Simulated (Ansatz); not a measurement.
# SiH2Se2: one species, many methods

An exercise on one series of results from a longer session: the logs are not shown, and one member is left open.

Program: Ansatz 0.2.0, Gaussian basis. Level of theory: functionals in def2-TZVPP, the program's frozen cores in correlated methods. These are calculated values, not measurements.

Levels to be run: LDA (SPW92), PBE-D4, revPBE-D4, BLYP-D4, r2SCAN-D4, B97M-V, PBE0-D4, B3LYP-D4, r2SCANh-D4, r2SCAN0-D4, HSE06-D4, BHLYP-D4, CAM-B3LYP-D4, LC-ωPBE, ωB97X-V, ωB97M-V, B2PLYP, PBE-QIDH; CCSD(T)/def2-SVP; CCSD(T)/def2-TZVPP; MP2/def2-QZVPP; extrapolation to the limit; RPA on PBE.

## The geometry

The geometry comes from an earlier relaxation with PBE0-D4 in a triple-zeta def2 set; it is a stationary point.

SMILES `[SiH2]1[Se][Se]1`, 5 atoms, charge 0, spin multiplicity 1.

Atoms are counted from 1 here; the program's logs count them from 0.

Bond lengths: Si1–Se2 2.240 Å, Si1–Se3 2.240 Å, Si1–H4 1.478 Å, Si1–H5 1.478 Å, Se2–Se3 2.424 Å. Angles: Se2–Si1–Se3 65.5°, Se2–Si1–H4 117.6°, Se2–Si1–H5 117.6°, Se3–Si1–H4 117.6°, Se3–Si1–H5 117.6°, H4–Si1–H5 113.0°, Si1–Se2–Se3 57.2°, Si1–Se3–Se2 57.3°.

The first run:

File in.yaml:

```yaml
crystal:
  periodic: [false, false, false]
  atoms:
    - {symbol: Si, position_ang: [-0.285741, 0.210091, -0.219619]}
    - {symbol: Se, position_ang: [0.766564, -0.161611, 1.722697]}
    - {symbol: Se, position_ang: [1.269123, -1.400540, -0.298850]}
    - {symbol: H, position_ang: [-1.702623, -0.198689, -0.321312]}
    - {symbol: H, position_ang: [0.002477, 1.477049, -0.924415]}
basis:
  gaussian: {orbitals: def2-TZVPP}
hamiltonian: {xc: lda}
output: {orbitals: {seedname: orbitals}}
```

Run with:

```sh
$ ansatz run in.yaml --threads 2 --pin off --events-out ev --progress --plain --max-ram 4352MiB
```

Among the steps run: LDA; PBE-D4 (GGA); revPBE-D4 (GGA); BLYP-D4 (GGA); r2SCAN-D4 (meta-GGA); B97M-V (meta-GGA); PBE0-D4 (hybrid); B3LYP-D4 (hybrid); r2SCANh-D4 (hybrid); r2SCAN0-D4 (hybrid); HSE06-D4 (hybrid); BHLYP-D4 (hybrid); CAM-B3LYP-D4 (range-separated); LC-ωPBE (range-separated); ωB97X-V (range-separated); ωB97M-V (range-separated); B2PLYP (double hybrid); PBE-QIDH (double hybrid).

One table of the session follows, with a row left open; its other results are not shown here.

It belongs to the step «Frontier levels by functional». 

| functional | HOMO (eV) | LUMO (eV) | gap (eV) |
| --- | --- | --- | --- |
| LDA (SPW92) | -5.28 | -3.35 | 1.94 |
| PBE-D4 | ? | ? | ? |
| revPBE-D4 | -5.09 | -3.04 | 2.05 |
| BLYP-D4 | -4.95 | -2.99 | 1.96 |
| r2SCAN-D4 | -5.38 | -3.04 | 2.34 |
| B97M-V | -5.48 | -2.86 | 2.62 |
| PBE0-D4 | -6.23 | -2.28 | 3.96 |
| B3LYP-D4 | -5.99 | -2.49 | 3.50 |
| r2SCANh-D4 | -5.78 | -2.72 | 3.06 |
| r2SCAN0-D4 | -6.39 | -2.25 | 4.14 |
| HSE06-D4 | -5.84 | -2.66 | 3.19 |
| BHLYP-D4 | -7.15 | -1.34 | 5.82 |
| CAM-B3LYP-D4 | -7.45 | -1.22 | 6.23 |
| LC-ωPBE | -8.79 | -0.11 | 8.68 |
| ωB97X-V | -8.45 | -0.20 | 8.25 |
| ωB97M-V | -8.32 | -0.31 | 8.01 |

**Question.** Estimate the row for PBE-D4.

The run gave: HOMO (eV): -5.14; LUMO (eV): -3.12; gap (eV): 2.02. In the column «HOMO (eV)» it lies between LDA (SPW92) (-5.28) and revPBE-D4 (-5.09).
